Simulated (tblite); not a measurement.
# F2Ge2H5O2: the cost of one run

Computed with tblite 0.8.0 and PySCF 2.14.0; each step states its level. No surroundings beyond the atoms listed, unless a continuum is named. Atoms count from 0, parts from 1.

## (1) The system as given

11 atoms, charge 1, multiplicity 1; geometry: distance geometry start.

## (2) Geometry optimisation with GFN2-xTB

The job: settings as JSON, then the geometry in Å.

```
{"job": {"kind": "relax", "xc": "GFN2-xTB", "basis": "xTB"}, "charge": 1, "multiplicity": 1}
Ge     1.127847    -0.642778     0.837656
O      2.072598    -1.632701    -0.419075
F      2.276389     0.206915     1.887635
H      0.248336    -1.553941     1.651640
H      0.263189     0.390309     0.122409
Ge    -0.463076     1.565953    -0.465250
O     -1.861520     2.076490     0.651921
F      0.650948     2.928718    -0.641552
H     -1.023376     1.212591    -1.805028
H      2.016174    -1.509181    -1.383492
H     -2.694191     1.567290     0.792502
```

With the program's defaults for keys left out, this is: GFN2-xTB geometry optimisation, gas phase.

Launch:

```console
$ OMP_NUM_THREADS=1 python cluster_run.py task.json out
```

This one command runs all jobs of the session in turn.

**Question.** How long does this first job take on 1 thread of Intel Xeon 6975P-C, shared host?

About 1.8 s.
